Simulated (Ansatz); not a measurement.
# AlGaH (sextet): from Hartree-Fock to the top rungs, cc-pVTZ

One table from this session's results is given with a row withheld; the runs are named, their logs left out.

Program: Ansatz 0.2.0, Gaussian basis. Level of theory: cc-pVTZ, core rule «outside noble gas», up to 19 orbitals frozen. These are calculated values, not measurements.

The runs, in order: UHF; CCSD(T) on ROHF; CCSD(T) on UHF; BCCD(T) on ROHF; CCSDT(Q) on ROHF; CCSDT(Q) on UHF.

23 further runs of the same task are left out: 2 for a known fault of the program, 7 that didn't finish, 14 set aside as unsound or not needed.

### The system

The geometry is a PBE0/def2-TZVP stationary point (not a proven minimum) of the parent state, kept for this charge and spin. No spin-orbit coupling is included. The filled d shell of Ga may be among the frozen orbitals whatever the setting's name suggests; the logs give the count.

3 atoms, charge 0, spin multiplicity 6.

Atoms are counted from 1 here; the program's logs count them from 0.

Bond lengths: Al1–Ga2 2.308 Å, Ga2–H3 1.559 Å. Angles: Al1–Ga2–H3 180.0°.

Set-up of the first run:

File in.yaml:

```yaml
crystal:
  periodic: [false, false, false]
  atoms:
    - {symbol: Al, position_ang: [0.000000, 0.000000, 2.058500]}
    - {symbol: Ga, position_ang: [0.000000, 0.000000, -0.249900]}
    - {symbol: H, position_ang: [0.000000, 0.000000, -1.808600]}
basis:
  gaussian: {orbitals: cc-pVTZ}
magnetization: {spin_polarized: true, initial_magnetization: 5}
hamiltonian: {xc: hf}
output: {orbitals: {seedname: orbitals}}
```

Launch:

```sh
$ ansatz run in.yaml --threads 1 --pin off --events-out ev --progress --plain --max-ram 2393MiB
```

Steps of the session up to this table: UHF; CCSD(T) on ROHF; CCSD(T) on UHF; BCCD(T) on ROHF; CCSDT(Q) on ROHF; CCSDT(Q) on UHF.

One table of the session follows, with a row left open; its other results are not shown here.

| method | from RCCSDT(Q) (kcal/mol) |
| --- | --- |
| ROHF | +60.51 |
| UHF | +59.32 |
| RMP2 | +18.23 |
| UMP2 | +17.40 |
| RCCSD | +3.59 |
| UCCSD | +3.00 |
| RCCSD(T) | +1.03 |
| UCCSD(T) | ? |
| BCCD(T) | +0.93 |
| RCCSDT | +0.11 |
| UCCSDT | -0.42 |
| RCCSDT(Q) | 0 |
| UCCSDT(Q) | -0.55 |

Estimate the missing values for UCCSD(T).

**Answer.** from RCCSDT(Q) (kcal/mol): +0.48. In the column «from RCCSDT(Q) (kcal/mol)» it lies between RCCSDT (+0.11) and BCCD(T) (+0.93).

To keep in mind: Restricted and unrestricted rows rest on different reference determinants; where their highest levels disagree by more than a few hundredths of an eV, they describe different states and don't form one ladder.
